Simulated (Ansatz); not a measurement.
# C2H11BSSi2: the cost of one run

Program: Ansatz 0.2.0. Level of theory: RKS PBE-D4/6-31G*. These are calculated values, not measurements.

## (1) Starting point

Bond lengths (14 of 16 bonds, heavy atoms first): C1–B2 1.608 Å, B2–Si3 1.917 Å, B2–S4 1.843 Å, S4–C5 1.802 Å, C5–Si6 1.888 Å, C1–H7 1.131 Å, C1–H8 1.049 Å, C1–H9 1.145 Å, Si3–H10 1.442 Å, Si3–H11 1.472 Å, Si3–H12 1.519 Å, C5–H13 1.149 Å, C5–H14 1.098 Å, Si6–H15 1.490 Å. Angles (14 of 28 angles, heavy atoms first): C1–B2–Si3 118.3°, C1–B2–S4 124.5°, Si3–B2–S4 117.1°, B2–S4–C5 98.5°, S4–C5–Si6 112.6°, B2–C1–H7 106.2°, B2–C1–H8 110.1°, B2–C1–H9 109.2°, B2–Si3–H10 111.1°, B2–Si3–H11 109.9°, B2–Si3–H12 109.8°, S4–C5–H13 110.3°, S4–C5–H14 111.4°, Si6–C5–H13 105.3°.

Coordinates:

```xyz
17

C     0.1230   -1.7681    0.9755
B     0.4435   -0.9722   -0.3839
Si    2.2701   -0.8349   -0.9487
S    -0.8352   -0.2403   -1.4911
C    -0.8376    1.4349   -0.8263
Si   -1.8985    1.5960    0.7266
H    -0.9994   -1.7292    1.1064
H     0.4815   -2.7514    0.9103
H     0.5523   -1.1862    1.8637
H     2.4752   -1.5019   -2.2106
H     2.6626    0.5816   -1.0360
H     3.1792   -1.4766    0.0856
H    -1.2988    2.1645   -1.5845
H     0.1769    1.7639   -0.5668
H    -1.3155    0.7711    1.8216
H    -3.2491    1.1317    0.4527
H    -1.9490    3.0166    1.1457
```

## (2) Relaxing end A

input.yaml

```yaml
crystal:
  periodic: [false, false, false]
  atoms:
    - { symbol: C, position_ang: [0.123, -1.7681, 0.9755] }
    - { symbol: B, position_ang: [0.4435, -0.9722, -0.3839] }
    - { symbol: Si, position_ang: [2.2701, -0.8349, -0.9487] }
    - { symbol: S, position_ang: [-0.8352, -0.2403, -1.4911] }
    - { symbol: C, position_ang: [-0.8376, 1.4349, -0.8263] }
    - { symbol: Si, position_ang: [-1.8985, 1.596, 0.7266] }
    - { symbol: H, position_ang: [-0.9994, -1.7292, 1.1064] }
    - { symbol: H, position_ang: [0.4815, -2.7514, 0.9103] }
    - { symbol: H, position_ang: [0.5523, -1.1862, 1.8637] }
    - { symbol: H, position_ang: [2.4752, -1.5019, -2.2106] }
    - { symbol: H, position_ang: [2.6626, 0.5816, -1.036] }
    - { symbol: H, position_ang: [3.1792, -1.4766, 0.0856] }
    - { symbol: H, position_ang: [-1.2988, 2.1645, -1.5845] }
    - { symbol: H, position_ang: [0.1769, 1.7639, -0.5668] }
    - { symbol: H, position_ang: [-1.3155, 0.7711, 1.8216] }
    - { symbol: H, position_ang: [-3.2491, 1.1317, 0.4527] }
    - { symbol: H, position_ang: [-1.949, 3.0166, 1.1457] }
basis:
  gaussian: { orbitals: "6-31G*" }
hamiltonian:
  xc: pbe
  dispersion: d4
relax:
  f_tol: 0.02
  max_steps: 50
output:
  orbitals: {}
```

Command:

```sh
$ ansatz run input.yaml --threads 2 --pin off --max-ram 3072MiB --backend cpu --events-out ev --progress --plain --runs-dir out
```

Q: Estimate wall time and peak memory on 2 threads of AMD EPYC 9R45 (Zen 5), shared host.

About 62 s, with a peak of 0.21 GiB.
